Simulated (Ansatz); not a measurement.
# CH7AlGeSi: one species, many methods

One table from this session's results is given with a row withheld; the runs are named, their logs left out.

The runs use Ansatz 0.2.0, Gaussian basis; functionals in def2-TZVPP, the program's frozen cores in correlated methods.

Plan: PBE-D4, r2SCAN-D4, PBE0-D4, B3LYP-D4, ωB97X-V, ωB97M-V, B2PLYP; CCSD(T)/def2-TZVPP; MP2/def2-QZVPP; extrapolation to the limit.

### The geometry

An earlier PBE0-D4 in a triple-zeta def2 set relaxation fixed the geometry.

SMILES `[SiH3][GeH]1[CH2][AlH]1`, 11 atoms, charge 0, spin multiplicity 1.

Atoms are counted from 1 here; the program's logs count them from 0.

Bond lengths: Si1–Ge2 2.365 Å, Si1–H5 1.487 Å, Si1–H6 1.489 Å, Si1–H7 1.489 Å, Ge2–C3 2.060 Å, Ge2–Al4 2.369 Å, Ge2–H8 1.542 Å, C3–Al4 1.931 Å, C3–H9 1.091 Å, C3–H10 1.091 Å, Al4–H11 1.581 Å. Angles: Ge2–Si1–H5 111.5°, Ge2–Si1–H6 107.8°, Ge2–Si1–H7 112.2°, H5–Si1–H6 108.4°, H5–Si1–H7 108.5°, H6–Si1–H7 108.3°, Si1–Ge2–C3 111.8°, Si1–Ge2–Al4 125.5°, Si1–Ge2–H8 112.9°, C3–Ge2–Al4 51.1°, C3–Ge2–H8 111.5°, Al4–Ge2–H8 121.5°, Ge2–C3–Al4 72.7°, Ge2–C3–H9 114.7°, Ge2–C3–H10 112.9°, Al4–C3–H9 121.5°, Al4–C3–H10 120.3°, H9–C3–H10 109.5° and more.

Set-up of the first run:

Contents of in.yaml:

```yaml
crystal:
  periodic: [false, false, false]
  atoms:
    - {symbol: Si, position_ang: [-0.839723, 1.897119, -0.274921]}
    - {symbol: Ge, position_ang: [0.179988, -0.156193, -0.856671]}
    - {symbol: C, position_ang: [1.059561, -1.062536, 0.770645]}
    - {symbol: Al, position_ang: [-0.308638, -2.259401, 0.118285]}
    - {symbol: H, position_ang: [-1.819393, 2.331091, -1.306457]}
    - {symbol: H, position_ang: [-1.566167, 1.696249, 1.009394]}
    - {symbol: H, position_ang: [0.157736, 2.985643, -0.081793]}
    - {symbol: H, position_ang: [1.168864, -0.024255, -2.031832]}
    - {symbol: H, position_ang: [2.119793, -1.287951, 0.648918]}
    - {symbol: H, position_ang: [0.908942, -0.508857, 1.699083]}
    - {symbol: H, position_ang: [-0.995663, -3.668008, 0.325949]}
basis:
  gaussian: {orbitals: def2-TZVPP}
hamiltonian: {xc: pbe, dispersion: d4}
output: {forces: true, orbitals: {seedname: orbitals}}
```

On the command line:

```sh
$ ansatz run in.yaml --threads 4 --pin off --events-out ev --progress --plain --max-ram 10444MiB
```

Steps of the session up to this table: PBE-D4 (GGA); r2SCAN-D4 (meta-GGA); PBE0-D4 (hybrid); B3LYP-D4 (hybrid); ωB97X-V (range-separated); ωB97M-V (range-separated); B2PLYP (double hybrid); CCSD(T) in def2-TZVPP; MP2 in def2-QZVPP.

One of the session's tables, all rows but one given; the rest of the session is left out.

| method | atomisation energy (eV) |
| --- | --- |
| PBE-D4 | 33.197 |
| r2SCAN-D4 | 33.445 |
| PBE0-D4 | 33.032 |
| B3LYP-D4 | 33.056 |
| ωB97X-V | 33.484 |
| ωB97M-V | 33.149 |
| B2PLYP | 32.684 |
| HF/def2-TZVPP | 24.465 |
| MP2/def2-TZVPP | 32.492 |
| CCSD/def2-TZVPP | 32.147 |
| CCSD(T)/def2-TZVPP | 32.587 |
| MP2/CBS | ? |
| CCSD(T)/CBS | 33.380 |

Estimate the missing values for MP2/CBS.

**Answer.** atomisation energy (eV): 33.285. In the column «atomisation energy (eV)» it lies between PBE-D4 (33.197) and CCSD(T)/CBS (33.380).
